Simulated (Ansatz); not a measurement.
**C₆H₃FZr: small, medium and large basis sets**

An exercise on one series of results from a longer session: the logs are not shown, and one member is left open.

The runs use Ansatz 0.2.0, Gaussian basis; one geometry, several basis sets.

Levels to be run: PBE0-D4/def2-SVP; ωB97M-V/def2-SVP; PBE0-D4/def2-QZVPP; ωB97M-V/def2-QZVPP; the functionals' def2-TZVPP values are taken from earlier runs.

## The relaxed structure

The geometry comes from an earlier relaxation with PBE0-D4 in a triple-zeta def2 set; it is a stationary point, not always the lowest conformer. Zr takes the def2 core potential; no spin-orbit term is included.

SMILES `C#[C][Zr]([F])([C]#C)[C]#C`, 11 atoms, charge 0, spin multiplicity 1.

Atoms are counted from 1 here; the program's logs count them from 0.

Bond lengths: C1–C2 1.216 Å, C1–H9 1.067 Å, C2–Zr3 2.171 Å, Zr3–F4 1.883 Å, Zr3–C5 2.171 Å, Zr3–C7 2.171 Å, C5–C6 1.216 Å, C6–H10 1.067 Å, C7–C8 1.216 Å, C8–H11 1.067 Å. Angles: C2–C1–H9 179.9°, C1–C2–Zr3 179.4°, C2–Zr3–F4 109.5°, C2–Zr3–C5 109.4°, C2–Zr3–C7 109.4°, F4–Zr3–C5 109.5°, F4–Zr3–C7 109.5°, C5–Zr3–C7 109.5°, Zr3–C5–C6 179.4°, C5–C6–H10 179.9°, Zr3–C7–C8 179.4°, C7–C8–H11 179.9°.

The first run:

in.yaml reads:

```yaml
crystal:
  periodic: [false, false, false]
  atoms:
    - {symbol: C, position_ang: [-0.567361, 0.258895, 3.149830]}
    - {symbol: C, position_ang: [-0.622813, 0.220521, 1.935780]}
    - {symbol: Zr, position_ang: [-0.698493, 0.146795, -0.232714]}
    - {symbol: F, position_ang: [-2.451190, 0.514931, -0.814111]}
    - {symbol: C, position_ang: [0.663277, 1.625502, -1.052909]}
    - {symbol: C, position_ang: [1.435056, 2.448799, -1.505691]}
    - {symbol: C, position_ang: [-0.110762, -1.831074, -0.908207]}
    - {symbol: C, position_ang: [0.228524, -2.938014, -1.279745]}
    - {symbol: H, position_ang: [-0.517409, 0.292281, 4.215624]}
    - {symbol: H, position_ang: [2.113596, 3.171036, -1.902539]}
    - {symbol: H, position_ang: [0.527565, -3.909670, -1.605308]}
basis:
  gaussian: {orbitals: def2-SVP}
hamiltonian: {xc: pbe0, dispersion: d4}
output: {orbitals: {seedname: orbitals}}
```

Started as:

```bash
> ansatz run in.yaml --threads 4 --pin off --events-out ev --progress --plain --max-ram 11315MiB
```

Steps of the session up to this table: PBE0-D4 in def2-SVP; ωB97M-V in def2-SVP; PBE0-D4 in def2-QZVPP; ωB97M-V in def2-QZVPP.

One table of the session follows, with a row left open; its other results are not shown here.

It belongs to the step «Density functionals: the series». 

| functional | basis | HOMO (eV) | LUMO (eV) |
| --- | --- | --- | --- |
| PBE0-D4 | def2-SVP | -8.23 | -2.54 |
| PBE0-D4 | def2-TZVPP | -8.26 | -2.61 |
| PBE0-D4 | def2-QZVPP | -8.27 | -2.61 |
| ωB97M-V | def2-SVP | -10.41 | -0.52 |
| ωB97M-V | def2-TZVPP | ? | ? |
| ωB97M-V | def2-QZVPP | -10.46 | -0.63 |

Estimate the missing values for ωB97M-V, def2-TZVPP.

The run gave: HOMO (eV): -10.46; LUMO (eV): -0.62.
